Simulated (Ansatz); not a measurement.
# GaAs: the cost of one run

Program: Ansatz 0.2.0. Level of theory: DFT LDA, spin-orbit coupling, plane waves, PAW, and further levels as typed in the inputs. These are calculated values, not measurements.

### 1 The structure to begin with

It takes space group F-43m (No. 216, cubic). Conventional cell: a = 5.653 Å, b = 5.653 Å, c = 5.653 Å, α = 90.00°, β = 90.00°, γ = 90.00°. Around Ga (site symmetry -43m) lie 4 As at 2.45 Å. As (site symmetry -43m) has 4 Ga at 2.45 Å as nearest neighbours.

Coordinates:

```xyz
2
Lattice="0.0000 2.8266 2.8266 2.8266 0.0000 2.8266 2.8266 2.8266 0.0000" Properties=species:S:1:pos:R:3 pbc="T T T"
Ga    0.0000    0.0000    0.0000
As    1.4133    1.4133    1.4133
```

The structure rests on an entry of the Crystallography Open Database; cell or positions may have been set otherwise for this series.

### 2 Single point: GaAs

File input.yaml:

```yaml
crystal:
  lattice:
    - [0.0, 2.82665, 2.82665]
    - [2.82665, 0.0, 2.82665]
    - [2.82665, 2.82665, 0.0]
  atoms:
    - { symbol: Ga, position: [0.0, 0.0, 0.0] }
    - { symbol: As, position: [0.25, 0.25, 0.25] }
scf:
  occupations: { method: gaussian, width: 0.03 }
output:
  eigenstates:
    kpoints:
      - [0.0, 0.0, 0.0]
      - [0.005, 0.005, 0.0]
      - [0.01, 0.01, 0.0]
      - [0.015, 0.015, 0.0]
      - [0.02, 0.02, 0.0]
      - [0.025, 0.025, 0.0]
      - [0.03, 0.03, 0.0]
      - [0.035, 0.035, 0.0]
      - [0.04, 0.04, 0.0]
      - [0.004, 0.004, 0.004]
      - [0.008, 0.008, 0.008]
      - [0.012, 0.012, 0.012]
      - [0.016, 0.016, 0.016]
      - [0.02, 0.02, 0.02]
      - [0.024, 0.024, 0.024]
      - [0.028, 0.028, 0.028]
      - [0.032, 0.032, 0.032]
      - [0.008, 0.004, 0.004]
      - [0.016, 0.008, 0.008]
      - [0.024, 0.012, 0.012]
      - [0.032, 0.016, 0.016]
      - [0.04, 0.02, 0.02]
      - [0.048, 0.024, 0.024]
      - [0.056, 0.028, 0.028]
      - [0.064, 0.032, 0.032]
      - [0.5, 0.5, 0.5]
      - [0.5, 0.5, 0.0]
hamiltonian:
  xc: lda
  pseudopotentials: { kind: paw_fr, azcp: { folder: soft_1 } }
kpoints:
  mp_grid: { grid: [8, 8, 8] }
magnetization:
  noncollinear: true
  spin_orbit: true
```

Run with:

```console
$ ansatz run input.yaml --threads 4 --pin off --max-ram 12288MiB --backend cpu --events-out ev --progress --plain --runs-dir out
```

**Question.** How long does this run take on 4 threads of Intel Xeon Platinum 8375C at 2.90GHz (Ice Lake), shared host, and how much memory does it need?

About 5 s, with a peak of 0.58 GiB.
